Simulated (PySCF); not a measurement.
# Mo(OH)₂: relaxation and vibrations of the quintet

The task is one start of a wider search on Mo(OH)₂: the quintet, from a PBE0 minimum start. It is relaxed, tested by its Hessian and followed downhill if it is a saddle.

Method: PBE0, basis Mo def2-SVP with ECP28, O def2-SVP, H def2-SVP, scalar-relativistic core potentials, no spin–orbit coupling, density fitting; program: PySCF 2.14.0.

### Step 1. Where the work starts

5 atoms, charge 0, spin multiplicity 5.

Bond lengths: Mo1–O2 1.902 Å, Mo1–O3 1.902 Å, O2–H4 0.966 Å, O3–H5 0.966 Å. Angles: O2–Mo1–O3 139.9°, Mo1–O2–H4 123.5°, Mo1–O3–H5 123.5°.

Coordinates in bohr (charge 0 multiplicity 5):
```
Mo    0.0000    0.0000   -0.3323
O     3.3762    0.0169    0.8990
O    -3.3762   -0.0169    0.8990
H     4.1817   -1.4395    1.6480
H    -4.1817    1.4395    1.6480
```

### Step 2. First SCF at the start

One driver script runs all steps and calls PySCF; scf.py shows how it sets up the SCF of each step. The optimiser is the driver's own. After this first run the driver tries any further starts and a stability analysis.

File scf.py:

```python
from pyscf import gto, scf, dft
mol = gto.M(atom='''
Mo    -0.000000    -0.000000    -0.175853
O      1.786624     0.008918     0.475737
O     -1.786624    -0.008917     0.475738
H      2.212884    -0.761764     0.872063
H     -2.212884     0.761764     0.872063''',
    basis={'Mo': 'def2-SVP', 'O': 'def2-SVP', 'H': 'def2-SVP'},
    ecp={'Mo': 'def2-SVP'},
    charge=0, spin=4)
mf = dft.UKS(mol, xc='PBE0')
mf.grids.atom_grid = (50, 194)
aux = {'Mo': 'def2-universal-JKFIT', 'O': 'def2-universal-JKFIT', 'H': 'def2-universal-JKFIT'}
mf = mf.density_fit(auxbasis=aux)
mf.conv_tol = 1e-08
mf.diis_space = 10
mf.max_cycle = 60
mf.init_guess = 'minao'
mf.verbose = 4
mf.kernel()
```

On the command line:

```sh
> OMP_NUM_THREADS=2 python axn.py task.json out
```

The runs that follow: PBE0 minimum start, quintet: relaxation; Frequencies.

Q: Predict the outcome of this session. Wanted: minimum; geometry; wavenumbers; dipole moment; highest occupied, lowest empty level; polar-tensor charge of Mo1; zero-point energy; atomisation energy; ⟨S²⟩.

The runs gave:

| quantity | value |
| --- | --- |
| minimum | quintet, C2 |
| geometry | Mo–O 1.902 Å (×2), O–H 0.966 Å (×2); H–O–Mo 123.5° (×2), O–Mo–O 140.0° |
| wavenumbers (cm⁻¹) | 123 (a), 367 (b), 439 (a), 605 (b), 664 (a), 685 (a), 693 (b), 3853 (b), 3854 (a) |
| dipole moment | 0.33 D |
| highest occupied, lowest empty level (either spin) | -5.44, -1.72 eV |
| polar-tensor charge of Mo1 | +0.98 e |
| zero-point energy | 67.5 kJ/mol |
| entropy at 298.15 K | 303.0 J/(mol K) |
| atomisation energy (no zero-point energy) | 1634 kJ/mol |
| ⟨S²⟩ | 6.016 |

In words: The molecule stays C2, as typed, and the end point is a minimum. In the infrared the band at 605 cm⁻¹ (b) leads. Most of the spin sits on Mo1 (Mulliken spin 4.04, against 4 for the whole molecule). Other starts or spin states, not run here, may lie lower. One determinant may miss the lowest occupation of an open d or f shell.
